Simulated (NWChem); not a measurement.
**One shape, several levels: doublet CH4FGeN+**

Aim: a comparison of 3 runs (UHF/STO-3G, UHF/3-21G, UB3LYP/6-31G*) of doublet CH4FGeN+. 

The results are computed with NWChem 7.3.0.

4 further runs of the same task are left out: 2 that didn't finish, 2 set aside as unsound or not needed. Runs told in other sessions of the task aren't counted.

## 1. Starting point

The species is CH4FGeN+ (8 atoms), meant as a doublet with charge +1. As SMILES of the parent species, `[H]/N=[C](/F)[GeH3]`. Geometry: relaxed at PBE0-D4/def2-TZVP. That shape belongs to the parent species and isn't relaxed for this state.

Bond lengths: N1–C2 1.246 Å, C2–F3 1.346 Å, C2–Ge4 1.978 Å, N1–H5 1.016 Å, Ge4–H6 1.532 Å, Ge4–H7 1.534 Å, Ge4–H8 1.532 Å. Angles: N1–C2–F3 117.4°, N1–C2–Ge4 131.1°, F3–C2–Ge4 111.5°, C2–N1–H5 111.2°, C2–Ge4–H6 108.9°, C2–Ge4–H7 106.6°, C2–Ge4–H8 108.9°, H6–Ge4–H7 111.0°, H6–Ge4–H8 110.4°, H7–Ge4–H8 111.0°.

## 2. A single-point energy at UHF/STO-3G (run 1)

Input file nw.xyz:

```xyz
8

N      1.895900     0.222300    -0.348500
C      0.908100     0.027300     0.385600
F      1.137400    -0.127100     1.702400
Ge    -1.019900    -0.103800    -0.035500
H      1.617200     0.325400    -1.319900
H     -1.766200     1.006900     0.710300
H     -1.149700     0.071600    -1.553900
H     -1.530700    -1.479600     0.403700
```

Input file run.py:

```python
from ase.io import read
from ase.calculators.nwchem import NWChem

system = read('nw.xyz')

calc = NWChem(
    label='nw',
    theory='scf',
    memory='2200 mb',
    basis='STO-3G',
    basispar='spherical bse',
    charge=1,
    scf={'nopen': '1', 'uhf': None, 'thresh': '1e-08', 'maxiter': '80', 'print': 'low'},
    task='energy',
)
system.calc = calc

print("Total energy (eV):", round(system.get_potential_energy(), 6))
```

Launch:

```bash
$ export ASE_NWCHEM_COMMAND="nwchem PREFIX.nwi > PREFIX.nwo"
$ python run.py
```

The log of the run:

```text
Total energy (eV): -61034.618468
```

The calculator wrote nw.nwi:

```
title "nw"

permanent_dir nw

scratch_dir nw

start nw

geometry units angstrom nocenter noautosym noautoz
  N  1.8958999999999999e+00 2.2230000000000000e-01 -3.4849999999999998e-01
  C  9.0810000000000002e-01 2.7300000000000001e-02 3.8560000000000000e-01
  F  1.1374000000000000e+00 -1.2709999999999999e-01 1.7023999999999999e+00
  Ge -1.0199000000000000e+00 -1.0380000000000000e-01 -3.5499999999999997e-02
  H  1.6172000000000000e+00 3.2540000000000002e-01 -1.3199000000000001e+00
  H  -1.7662000000000000e+00 1.0068999999999999e+00 7.1030000000000004e-01
  H  -1.1496999999999999e+00 7.1599999999999997e-02 -1.5539000000000001e+00
  H  -1.5306999999999999e+00 -1.4796000000000000e+00 4.0370000000000000e-01
end

charge 1

memory 2200 mb

basis spherical bse noprint
   * library STO-3G
end

scf
  nopen 1
  uhf
  thresh 1e-08
  maxiter 80
  print low
end

task scf energy
```

nw.nwo:

```text
Northwest Computational Chemistry Package (NWChem) 7.3.0
             --------------------------------------------------------

           Job information
           ---------------

    nwchem branch   = 7.3.0
    use scalapack   = T
    input           = nw.nwi
    prefix          = nw.
    data base       = nw/nw.db
    status          = startup
    nproc           =        1

           Memory information
           ------------------

    heap     =     72089600 doubles =      550.0 Mbytes
    stack    =     72089597 doubles =      550.0 Mbytes
    global   =    144179200 doubles =     1100.0 Mbytes (distinct from heap & stack)
    total    =    288358397 doubles =     2200.0 Mbytes
    verify   = yes
    hardfail = no

           Directory information
           ---------------------

  0 permanent = nw
  0 scratch   = nw

                                NWChem Input Module
                                -------------------

                                        nw
                                        --

[... 27 lines left out ...]
            Nuclear Dipole moment (a.u.)
[... 47 lines left out ...]
                            number of included internuclear angles:         10
 ==============================================================================

                                 NWChem SCF Module
                                 -----------------

                                        nw

  ao basis        = "ao basis"
  functions       =    37
  atoms           =     8
  alpha electrons =    29
  beta  electrons =    28
  charge          =   1.00
  wavefunction    = UHF
  input vectors   = atomic
  output vectors  = nw/nw.movecs
  use symmetry    = F
  symmetry adapt  = F

 Forming initial guess at       0.0s

 Starting SCF solution at       0.1s

       Final UHF  results
       ------------------

         Total SCF energy =  -2242.980876207353
      One electron energy =  -3643.935913475593
      Two electron energy =   1142.962838956570
 Nuclear repulsion energy =    257.992198311670

                       Sz =      0.5000
                 Sz(Sz+1) =      0.7500
                      S^2 =      0.8342

        Time for solution =      5.1s

 Task  times  cpu:        5.2s     wall:        5.2s
 Total times  cpu:        5.2s     wall:        5.2s
```

Wall time 6.3 s (1 thread of Intel Xeon 6975P-C (Granite Rapids), shared host); peak memory 0.097 GiB.

## 3. The energy at UHF/3-21G (run 2)

Input file a.nw:

```
START a
TITLE "CH4FGeN energy"
memory total 2200 mb
charge 1

GEOMETRY units angstrom noautosym nocenter noautoz
  N      1.895900     0.222300    -0.348500
  C      0.908100     0.027300     0.385600
  F      1.137400    -0.127100     1.702400
  Ge    -1.019900    -0.103800    -0.035500
  H      1.617200     0.325400    -1.319900
  H     -1.766200     1.006900     0.710300
  H     -1.149700     0.071600    -1.553900
  H     -1.530700    -1.479600     0.403700
END

BASIS spherical bse
  * library 3-21G
END

SCF
  nopen 1
  uhf
  thresh 1e-08
  maxiter 80
END

TASK scf
```

Launch:

```bash
$ nwchem a.nw > a.out
```

The log of the run:

```text
[...]
  functions       =    57
[...]
  wavefunction    = UHF
[...]
         Total SCF energy =  -2257.978672036655
      One electron energy =  -3648.538754358550
      Two electron energy =   1132.567884010225
 Nuclear repulsion energy =    257.992198311670
                       Sz =      0.5000
                 Sz(Sz+1) =      0.7500
                      S^2 =      0.8292
[...]
```

Run time: 6 s. Hardware: 1 thread of Intel Xeon 6975P-C (Granite Rapids), shared host; peak memory 0.097 GiB.

## 4. A single-point energy at UB3LYP/6-31G(d) (Cartesian functions) (run 3)

Input file mymol.xyz:

```xyz
8

N      1.895900     0.222300    -0.348500
C      0.908100     0.027300     0.385600
F      1.137400    -0.127100     1.702400
Ge    -1.019900    -0.103800    -0.035500
H      1.617200     0.325400    -1.319900
H     -1.766200     1.006900     0.710300
H     -1.149700     0.071600    -1.553900
H     -1.530700    -1.479600     0.403700
```

Input file mymol.nw:

```
start mymol
memory total 2200 mb
charge 1

geometry noautosym nocenter noautoz
load mymol.xyz
end

basis "ao basis"
* library 6-31G*
end

dft
xc b3lyp
mult 2
grid xfine
convergence energy 1e-08
iterations 100
mulliken
noprint "final vectors analysis"
end

task dft
```

Launch:

```bash
$ nwchem mymol.nw > mymol.out
```

The log of the run:

```text
[...]
          Wavefunction type:  spin polarized.
          No. of atoms     :     8
          No. of electrons :    57
[...]
          Charge           :     1
          Spin multiplicity:     2
[...]
          AO basis - number of functions:    88
[...]
              XC Information
              --------------
                         B3LYP Method XC Potential
                     Hartree-Fock (Exact) Exchange  0.200
                        Slater Exchange Functional  0.800 local
                    Becke 1988 Exchange Functional  0.720 non-local
              Lee-Yang-Parr Correlation Functional  0.810
                  VWN I RPA Correlation Functional  0.190 local
[...]
 d= 0,ls=0.0,diis     1  -2271.1341799728 -2.53D+03  1.57D-02  2.21D+00     4.6
[...]
 d= 0,ls=0.0,diis    15  -2271.4586920153 -1.56D-09  2.33D-07  1.93D-10    58.9
[...]
         Total DFT energy =    -2271.458692015273
      One electron energy =    -3660.190374445469
           Coulomb energy =     1233.666398280242
    Exchange-Corr. energy =     -102.926914161716
 Nuclear repulsion energy =      257.992198311671
[...]
      Total Density - Mulliken Population Analysis
     ---------------------------------------------
    Atom       Charge   Shell Charges
 -----------   ------   -------------------------------------------------------
    1 N    7     7.28   1.99  0.83  2.39  0.92  1.14  0.01
    2 C    6     5.44   1.99  0.76  1.87  0.42  0.35  0.05
    3 F    9     9.15   1.99  0.97  3.28  0.95  1.88  0.07
    4 Ge  32    31.95   2.00  1.99  6.00  1.93  5.99  1.40  2.27  0.06  0.16  6.92  2.96  0.28
    5 H    1     0.57   0.47  0.09
    6 H    1     0.86   0.47  0.39
    7 H    1     0.90   0.48  0.42
    8 H    1     0.86   0.47  0.39
[...]
      <S2> =      0.7566 (Exact =     0.7500)
[...]
```

Wall time 60 s (1 thread of Intel Xeon 6975P-C (Granite Rapids), shared host); peak memory 0.14 GiB.

## 5. All runs side by side

```
run                                level  Cartesian functions  iteration cap   energy (Eh)   ⟨S²⟩  wall time
  1                           UHF/STO-3G                   no             80  -2242.980876  0.834      6.3 s
  2                            UHF/3-21G                   no             80  -2257.978672  0.829        6 s
  3  UB3LYP/6-31G* (Cartesian functions)                  yes            100  -2271.458692  0.757       60 s
```

## 6. What came out

| quantity | value |
| --- | --- |
| run 3: total energy | -2271.45869 Eh |
| run 3: ⟨S²⟩ | 0.757 |

In words: In run 1 the basis is minimal, so the values are rough. All runs together took 72 s, the longest 60 s.
